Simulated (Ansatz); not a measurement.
VCr3, space group Fm-3m, an equation of state with a fit

With Ansatz 0.2.0 through its Python package.

Run as a notebook:

In [1]:
```python
import ansatz as az
from ase.eos import EquationOfState
from ase.units import GPa
import numpy as np
```

In [2]:
```python
FUNCTIONAL = 'pbesol'
FILLING = 'fermi_dirac'
CUTOFF = 500
MESH = (7, 7, 7)
```

In [3]:
```python
VECTORS = np.array([
    [0.0, 2.86264, 2.86264],
    [2.86264, 0.0, 2.86264],
    [2.86264, 2.86264, 0.0],
])
SITES = [
    ('V', [0.5, 0.5, 0.5], 2.0),
    ('Cr', [0.75, 0.75, 0.75], -3.9),
    ('Cr', [0.25, 0.25, 0.25], 3.9),
    ('Cr', [0.0, 0.0, 0.0], -3.9),
]
```

In [4]:
```python
def make_crystal(cell):
    crystal = az.Crystal(lattice=az.Lattice.of(cell))
    for symbol, position, moment in SITES:
        crystal = crystal.atom(symbol, position, moment=moment or None)
    return crystal
```

In [5]:
```python
# scale the volume, keep shape and fractions
volumes, energies, pressures = [], [], []
for scale in np.linspace(0.88, 1.12, 7):
    cell = VECTORS * scale ** (1 / 3)
    calculation = (
        make_crystal(cell).calculation()
        .functional(FUNCTIONAL)
        .spin(az.SpinTreatment.COLLINEAR)
        .occupations(FILLING)
        .basis(CUTOFF)
        .kpoints(*MESH)
        .stress()
    )
    rep = calculation.run().report
    volumes.append(abs(np.linalg.det(cell)) / len(SITES))
    energies.append(rep['free_energy_ev'] / len(SITES))
    pressures.append(np.trace(rep['stress_gpa']) / 3)
    print(f'V = {volumes[-1]:8.4f} A^3/atom  F = {energies[-1]:.5f} eV/atom  P = {pressures[-1]:8.3f} GPa')
```
```text
RunWarning: the starting moments were not kept: the SCF closed with an absolute magnetisation of 1.4e-6 μB, where they sum to 13.7 μB in size (4 sites). That is at most 0.1 of that sum. Measured as dr2_m measures the in/out step, that magnetisation stands [...]
V =  10.3217 A^3/atom  F = -3233.17316 eV/atom  P =   35.729 GPa
V =  10.7909 A^3/atom  F = -3233.25311 eV/atom  P =   19.443 GPa
V =  11.2601 A^3/atom  F = -3233.29000 eV/atom  P =    6.211 GPa
V =  11.7292 A^3/atom  F = -3233.29192 eV/atom  P =   -4.536 GPa
V =  12.1984 A^3/atom  F = -3233.26541 eV/atom  P =  -13.259 GPa
V =  12.6676 A^3/atom  F = -3233.21587 eV/atom  P =  -20.327 GPa
V =  13.1368 A^3/atom  F = -3233.14769 eV/atom  P =  -26.034 GPa
```

In [6]:
```python
eos = EquationOfState(volumes, energies, eos='birchmurnaghan')
v0, e0, bulk = eos.fit()
print(f'V0 = {v0:.4f} A^3/atom, E0 = {e0:.5f} eV/atom, B = {bulk / GPa:.1f} GPa')
eos.plot('eos.png')
```
```text
V0 = 11.5191 A^3/atom, E0 = -3233.29490 eV/atom, B = 260.0 GPa
```
Out [6]:
```text
<Axes: title={'center': 'birchmurnaghan: E: -3233.295 eV, V: 11.519 Å$^3$, B: 260.039 GPa'}, xlabel='volume [Å$^3$]', ylabel='energy [eV]'>
```

A third-order Birch-Murnaghan fit through the 7 points has its minimum at 11.52 Å³ an atom, 1.8 % below the typed cell, with a bulk modulus of 260 GPa and dB/dP = 4.1. From that minimum the energy rises by 121.7 meV an atom on the compressed side and 147.2 meV on the expanded side.

Absolute energies stand on the zero of these potentials, so only differences at equal settings mean something. The SCF didn't keep the moments it started from (some shrank, vanished or turned); what is printed is the state reached. The mesh is modest for a metal, so energies can be off by several to tens of meV an atom and pressures by half a GPa or more; differences at equal mesh fare better. Pressure is positive in compression. The structure comes from a database of computed cells and needn't be a stable or known phase. Warnings are shown shortened and without file and line. Wall time of the script: 8.2 min on 1 thread of Arm Neoverse V1, with other jobs on the host, peak memory 0.66 GiB.
